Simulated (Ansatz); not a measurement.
# C₂H₆ClFSn: up Jacob's ladder to CCSD(T)

An exercise on one series of results from a longer session: the logs are not shown, and one member is left open.

Computed with Ansatz 0.2.0, Gaussian basis. Level: functionals in def2-TZVPP, the program's frozen cores in correlated methods.

The runs, in order: PBE-D4, r2SCAN-D4, PBE0-D4, B3LYP-D4, ωB97X-V, ωB97M-V, B2PLYP; CCSD(T)/def2-TZVPP; MP2/def2-QZVPP; extrapolation to the limit.

## Structure used throughout

The geometry comes from an earlier relaxation with PBE0-D4 in a triple-zeta def2 set; it is a stationary point, not always the lowest conformer. Sn takes the def2 core potential; no spin-orbit term is included.

11 atoms, charge 0, spin multiplicity 1.

Atoms are counted from 1 here; the program's logs count them from 0.

Bond lengths: C1–Sn2 2.121 Å, C1–H6 1.090 Å, C1–H7 1.090 Å, C1–H8 1.089 Å, Sn2–F3 1.936 Å, Sn2–C4 2.149 Å, Sn2–H9 1.705 Å, C4–Cl5 1.786 Å, C4–H10 1.088 Å, C4–H11 1.088 Å. Angles: Sn2–C1–H6 109.6°, Sn2–C1–H7 108.9°, Sn2–C1–H8 110.1°, H6–C1–H7 109.4°, H6–C1–H8 109.5°, H7–C1–H8 109.4°, C1–Sn2–F3 105.6°, C1–Sn2–C4 112.3°, C1–Sn2–H9 117.0°, F3–Sn2–C4 103.6°, F3–Sn2–H9 105.0°, C4–Sn2–H9 111.8°, Sn2–C4–Cl5 107.8°, Sn2–C4–H10 111.5°, Sn2–C4–H11 112.1°, Cl5–C4–H10 108.0°, Cl5–C4–H11 108.0°, H10–C4–H11 109.4°.

The first run:

Input file in.yaml:

```yaml
crystal:
  periodic: [false, false, false]
  atoms:
    - {symbol: C, position_ang: [-0.802566, 1.423909, -0.781958]}
    - {symbol: Sn, position_ang: [0.086029, -0.497440, -0.651407]}
    - {symbol: F, position_ang: [1.738388, -0.375299, -1.652814]}
    - {symbol: C, position_ang: [0.736319, -0.962421, 1.343825]}
    - {symbol: Cl, position_ang: [-0.702403, -0.954634, 2.402790]}
    - {symbol: H, position_ang: [-1.601344, 1.508985, -0.044953]}
    - {symbol: H, position_ang: [-0.042153, 2.178089, -0.580359]}
    - {symbol: H, position_ang: [-1.210621, 1.580456, -1.779708]}
    - {symbol: H, position_ang: [-0.764139, -1.794341, -1.360068]}
    - {symbol: H, position_ang: [1.434305, -0.216698, 1.719328]}
    - {symbol: H, position_ang: [1.193586, -1.947607, 1.405624]}
basis:
  gaussian: {orbitals: def2-TZVPP}
hamiltonian: {xc: pbe, dispersion: d4}
output: {forces: true, orbitals: {seedname: orbitals}}
```

On the command line:

```console
$ ansatz run in.yaml --threads 2 --pin off --events-out ev --progress --plain --max-ram 22528MiB --backend cpu
```

Among the steps run: PBE-D4 (GGA); r2SCAN-D4 (meta-GGA); PBE0-D4 (hybrid); B3LYP-D4 (hybrid); ωB97X-V (range-separated); ωB97M-V (range-separated); B2PLYP (double hybrid); CCSD(T) in def2-TZVPP; MP2 in def2-QZVPP.

One table of the session follows, with a row left open; its other results are not shown here.

It belongs to the step «Atomisation energies». 

```
            method  atomisation energy (kJ/mol)
            PBE-D4                       3739.2
         r2SCAN-D4                       3686.9
           PBE0-D4                       3677.1
          B3LYP-D4                       3661.9
           ωB97X-V                            ?
           ωB97M-V                       3686.7
            B2PLYP                       3628.9
     HF/def2-TZVPP                       2669.9
    MP2/def2-TZVPP                       3644.3
   CCSD/def2-TZVPP                       3545.6
CCSD(T)/def2-TZVPP                       3603.4
           MP2/CBS                       3750.0
       CCSD(T)/CBS                       3709.1
```

Q: Estimate the row for ωB97X-V from the others.

**Answer.** atomisation energy (kJ/mol): 3700.4. In the column «atomisation energy (kJ/mol)» it lies between r2SCAN-D4 (3686.9) and CCSD(T)/CBS (3709.1).

To keep in mind: Free atoms (2 C, 1 Sn, 1 F, 1 Cl, 6 H) were run apart at each level; the atomisation energy is their sum less the molecule, without zero-point or spin-orbit terms.
